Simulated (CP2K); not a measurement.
**ZnHClO (SMILES [OH][Zn][Cl]): levels of theory compared**

Aim: a comparison of 3 runs (PM3, GFN0-xTB, IPEA1-xTB) of ZnHClO. 

The calculation is run with CP2K 2026.2.

3 further runs of the same task are left out: 3 set aside as unsound or not needed.

**1. The structure to begin with**

ZnHClO: 4 atoms, total charge 0, spin state singlet. SMILES: `[OH][Zn][Cl]`. Geometry: relaxed at PBE0-D4/def2-TZVP.

Bond lengths: O1–Zn2 1.766 Å, Zn2–Cl3 2.083 Å, O1–H4 0.959 Å. Angles: O1–Zn2–Cl3 176.1°, Zn2–O1–H4 115.4°.

**2. Energy and forces at PM3 (run 1)**

Input file gas.inp:

```
&GLOBAL
 PROJECT gas
 RUN_TYPE ENERGY_FORCE
 PRINT_LEVEL MEDIUM
&END GLOBAL

&FORCE_EVAL
 METHOD Quickstep
 &DFT
  &QS
   METHOD PM3
   EPS_DEFAULT 1.0E-10
   &SE
    &COULOMB
     CUTOFF [angstrom] 50
     RC_RANGE [angstrom] 0
    &END COULOMB
    &EXCHANGE
     CUTOFF [angstrom] 50
     RC_RANGE [angstrom] 0
    &END EXCHANGE
   &END SE
  &END QS
  &POISSON
   PERIODIC NONE
   POISSON_SOLVER ANALYTIC
  &END POISSON
  ! SCF settings
  &SCF
   SCF_GUESS ATOMIC
   EPS_SCF 1.0E-06
   MAX_SCF 100
   ADDED_MOS 4
   &DIAGONALIZATION
    ALGORITHM STANDARD
   &END DIAGONALIZATION
   &MIXING
    METHOD DIRECT_P_MIXING
    ALPHA 0.4
   &END MIXING
   &SMEAR ON
    METHOD FERMI_DIRAC
    ELECTRONIC_TEMPERATURE [K] 300
   &END SMEAR
  &END SCF
  ! extra output
  &PRINT
   &MOMENTS
    PERIODIC F
    REFERENCE COM
    MAX_MOMENT 1
   &END MOMENTS
   &MO ON
    ENERGIES T
    OCCUPATION_NUMBERS T
    NDIGITS 6
    &EACH
     QS_SCF 0
    &END EACH
    ADD_LAST NUMERIC
   &END MO
   &HIRSHFELD OFF
   &END HIRSHFELD
  &END PRINT
 &END DFT
 &SUBSYS
  ! box in angstrom
  &CELL
   ABC 15.5 14.2 14
   PERIODIC NONE
  &END CELL
  &COORD
   O     -0.716000     0.885400    -0.620700
   Zn     0.441300    -0.155500     0.214300
   Cl     1.897200    -1.276500     1.196100
   H     -1.567100     0.486300    -0.810000
  &END COORD
  &TOPOLOGY
   &CENTER_COORDINATES
   &END CENTER_COORDINATES
  &END TOPOLOGY
 &END SUBSYS
 ! extra output
 &PRINT
  &FORCES ON
  &END FORCES
 &END PRINT
&END FORCE_EVAL
```

On the command line:

```
$ OMP_NUM_THREADS=1 cp2k.psmp gas.inp > gas.out
```

What it wrote:

```text
CP2K| version string:                                       CP2K version 2026.2
[...]
 GLOBAL| Method name                                                        CP2K
[...]
 GLOBAL| Run type                                                   ENERGY_FORCE
[...]
                             - Atoms:                                          4
[...]
                             - Spherical basis functions:                     13
[...]
 Number of electrons:                                                         16
[...]
     1 P_Mix/Diag. 0.40E+00    0.0     0.69451202       -21.2726136262 -2.13E+01
[...]
    18 DIIS/Diag.  0.31E-06    0.0     0.00000045       -24.0525650196 -3.05E-11
  *** SCF run converged in    18 steps ***
  Core-core repulsion energy [eV]:                            433.42156254574542
  Core Hamiltonian energy [eV]:                             -1039.02913755211830
  Two-electron integral energy [eV]:                          -97.79200895439774
  Electronic energy [eV]:                                   -1087.92514202931716
  Electronic entropic energy:                                  -0.00000000000000
  Fermi energy:                                                -0.06948977410704
  Total energy [eV]:                                         -654.50357948357180
  Atomic reference energy [eV]:                               652.44853866418623
  Heat of formation [kcal/mol]:                               -47.39037086667610
[...]
 SE_DIPOLE| Moment [Debye]          1.82283223       0.26039107       0.62239590
 SE_DIPOLE| Derivative [a.u.]       0.00000000       0.00000000       0.00000000
 ENERGY| Total FORCE_EVAL ( QS ) energy [hartree]            -24.052565019617319
 FORCES| Atomic forces [hartree/bohr]
 FORCES|   Atom     x               y               z               |f|
 FORCES|      1 -2.21422202E-02  8.63233507E-03 -1.18607455E-02   2.65607306E-02
 FORCES|      2  1.20705232E-02 -1.23198016E-02  9.24336638E-03   1.95682105E-02
 FORCES|      3 -9.17937266E-06  2.39216205E-04 -9.11835282E-05   2.56170040E-04
 FORCES|      4  1.00808764E-02  3.44825028E-03  2.70856266E-03   1.09932165E-02
 FORCES| Sum     1.11022302E-16  1.04083409E-16 -4.51028104E-17
 FORCES| Total atomic force                                       1.58724828E-16
[...]
```

Run time: 1.1 s. Hardware: 1 thread of Intel Xeon 6975P-C (Granite Rapids), shared host; peak memory 0.18 GiB.

**3. Energy and gradient at GFN0-xTB (run 2)**

Input file molecule.xyz:

```xyz
4

O     -0.716000     0.885400    -0.620700
Zn     0.441300    -0.155500     0.214300
Cl     1.897200    -1.276500     1.196100
H     -1.567100     0.486300    -0.810000
```

Input file mol.inp:

```
&GLOBAL
  PROJECT_NAME mol
  RUN_TYPE ENERGY_FORCE
  PRINT_LEVEL MEDIUM
&END
&FORCE_EVAL
  METHOD QUICKSTEP
  &DFT
    ! Quickstep
    &QS
      METHOD XTB
      EPS_DEFAULT 1.0E-10
      &XTB
        GFN_TYPE 0
        CHECK_ATOMIC_CHARGES F
      &END
    &END
    ! isolated system
    &POISSON
      PERIODIC NONE
      POISSON_SOLVER ANALYTIC
    &END
    ! SCF settings
    &SCF
      SCF_GUESS ATOMIC
      EPS_SCF 1.0E-06
      MAX_SCF 150
      ADDED_MOS 4
      &DIAGONALIZATION
        ALGORITHM STANDARD
      &END
      &MIXING
        METHOD DIRECT_P_MIXING
        ALPHA 0.4
      &END
      &SMEAR ON
        METHOD FERMI_DIRAC
        ELECTRONIC_TEMPERATURE [K] 300
      &END
    &END
    &PRINT
      &MOMENTS
        PERIODIC F
        REFERENCE COM
        MAX_MOMENT 1
      &END
      &MO ON
        ENERGIES T
        OCCUPATION_NUMBERS T
        NDIGITS 6
        &EACH
          QS_SCF 0
        &END
        ADD_LAST NUMERIC
      &END
      &HIRSHFELD OFF
      &END
    &END
  &END
  ! structure
  &SUBSYS
    ! vacuum box
    &CELL
      ABC 13.5 12.2 12
      PERIODIC NONE
    &END
    &TOPOLOGY
      COORD_FILE_NAME molecule.xyz
      COORD_FILE_FORMAT XYZ
      &CENTER_COORDINATES
      &END
    &END
  &END
  ! extra output
  &PRINT
    &FORCES ON
    &END
  &END
&END
```

On the command line:

```
$ OMP_NUM_THREADS=1 cp2k.psmp -i mol.inp -o mol.out
```

What it wrote:

```text
CP2K| version string:                                       CP2K version 2026.2
[...]
 GLOBAL| Method name                                                        CP2K
[...]
 GLOBAL| Run type                                                   ENERGY_FORCE
[...]
                             - Atoms:                                          4
[...]
                             - Spherical basis functions:                     19
[...]
 Number of electrons:                                                         16
[...]
  Fermi energy:                                                -0.27481343222389
[...]
 TB_DIPOLE| Moment [Debye]         -1.35057494      -0.12705048      -0.48531025
 TB_DIPOLE| Derivative [a.u.]       0.00000000       0.00000000       0.00000000
[...]
 ENERGY| Total FORCE_EVAL ( QS ) energy [hartree]             -8.946751357154001
 FORCES| Atomic forces [hartree/bohr]
 FORCES|   Atom     x               y               z               |f|
 FORCES|      1  4.93249888E-03 -1.67155756E-03  2.55033283E-03   5.79895227E-03
 FORCES|      2 -3.52979286E-05  1.35515438E-03 -5.07994321E-04   1.44766970E-03
 FORCES|      3  6.53688409E-04 -1.32822458E-04  3.05573481E-04   7.33706681E-04
 FORCES|      4 -5.55088936E-03  4.49225632E-04 -2.34791199E-03   6.04374611E-03
 FORCES| Sum     1.30104261E-17  1.61004023E-17 -6.50521303E-18
 FORCES| Total atomic force                                       2.16982012E-17
[...]
```

Run time: 0.93 s. Hardware: 1 thread of Intel Xeon 6975P-C (Granite Rapids), shared host; peak memory 0.18 GiB.

**4. A single-point energy at IPEA1-xTB (run 3)**

Input file run.inp:

```
&FORCE_EVAL
  METHOD QS
  &DFT
    &QS
      METHOD XTB
      EPS_DEFAULT 1.0E-08
      &XTB
        GFN_TYPE TBLITE
        &TBLITE
          METHOD IPEA1
        &END TBLITE
        CHECK_ATOMIC_CHARGES F
      &END XTB
    &END QS
    &POISSON
      PERIODIC NONE
      POISSON_SOLVER ANALYTIC
    &END POISSON
    &SCF
      SCF_GUESS ATOMIC
      EPS_SCF 1.0E-07
      MAX_SCF 150
      ADDED_MOS 4
      &DIAGONALIZATION
        ALGORITHM STANDARD
      &END DIAGONALIZATION
      &MIXING
        METHOD DIRECT_P_MIXING
        ALPHA 0.4
      &END MIXING
      &SMEAR ON
        METHOD FERMI_DIRAC
        ELECTRONIC_TEMPERATURE [K] 300
      &END SMEAR
    &END SCF
    &PRINT
      &MOMENTS
        PERIODIC F
        REFERENCE COM
        MAX_MOMENT 1
      &END MOMENTS
      &MO ON
        ENERGIES T
        OCCUPATION_NUMBERS T
        NDIGITS 6
        &EACH
          QS_SCF 0
        &END EACH
        ADD_LAST NUMERIC
      &END MO
      &HIRSHFELD OFF
      &END HIRSHFELD
    &END PRINT
  &END DFT
  &SUBSYS
    &CELL
      ABC 11.5 10.2 10
      PERIODIC NONE
    &END CELL
    &COORD
      O     -0.716000     0.885400    -0.620700
      Zn     0.441300    -0.155500     0.214300
      Cl     1.897200    -1.276500     1.196100
      H     -1.567100     0.486300    -0.810000
    &END COORD
    &TOPOLOGY
      &CENTER_COORDINATES
      &END CENTER_COORDINATES
    &END TOPOLOGY
  &END SUBSYS
&END FORCE_EVAL
&GLOBAL
  PROJECT run
  RUN_TYPE ENERGY
  PRINT_LEVEL MEDIUM
&END GLOBAL
```

On the command line:

```
$ OMP_NUM_THREADS=1 cp2k.psmp run.inp > run.out
```

What it wrote:

```text
CP2K| version string:                                       CP2K version 2026.2
[...]
 GLOBAL| Method name                                                        CP2K
[...]
 GLOBAL| Run type                                                         ENERGY
[...]
                             - Atoms:                                          4
[...]
                             - Spherical basis functions:                     20
[...]
 Number of electrons:                                                         16
[...]
  *** SCF run converged in    45 steps ***
[...]
  Fermi energy:                                                -0.34802604812251
[...]
 TB_DIPOLE| Moment [Debye]         -1.61814030      -0.03716688      -0.62321908
 TB_DIPOLE| Derivative [a.u.]       0.00000000       0.00000000       0.00000000
[...]
 ENERGY| Total FORCE_EVAL ( QS ) energy [hartree]            -10.365630017278708
[...]
```

Run time: 0.89 s. Hardware: 1 thread of Intel Xeon 6975P-C (Granite Rapids), shared host; peak memory 0.19 GiB.

**5. All runs side by side**

```
run      level  iteration cap              cell  energy (Eh)  dipole moment (D)  HOMO energy (eV)  LUMO energy (eV)  wall time
  1        PM3            100  (15.5, 14.2, 14)   -24.052565               1.94            -11.01             -0.99      1.1 s
  2   GFN0-xTB            150  (13.5, 12.2, 12)    -8.946751               1.44            -11.84             -6.58     0.93 s
  3  IPEA1-xTB            150  (11.5, 10.2, 10)   -10.365630               1.73            -13.16             -8.57     0.89 s
```

**6. Summary of results**

```
                                        quantity         value
                             run 3: total energy  -10.36563 Eh
run 3: dipole moment (from atomic charges alone)        1.73 D
                              run 3: HOMO energy     -13.16 eV
                              run 3: LUMO energy      -8.57 eV
                            run 3: HOMO–LUMO gap       4.59 eV
```

In words: The dipole moment (its size) runs from 1.44 D (GFN0-xTB) to 1.94 D (PM3). Some of these are taken from atomic charges alone. The HOMO–LUMO gap runs from 4.59 eV (IPEA1-xTB) to 10.01 eV (PM3). Force-field and semi-empirical energies have zeros of their own, so their totals don't compare. All runs together took 2.9 s, the longest 1.1 s.
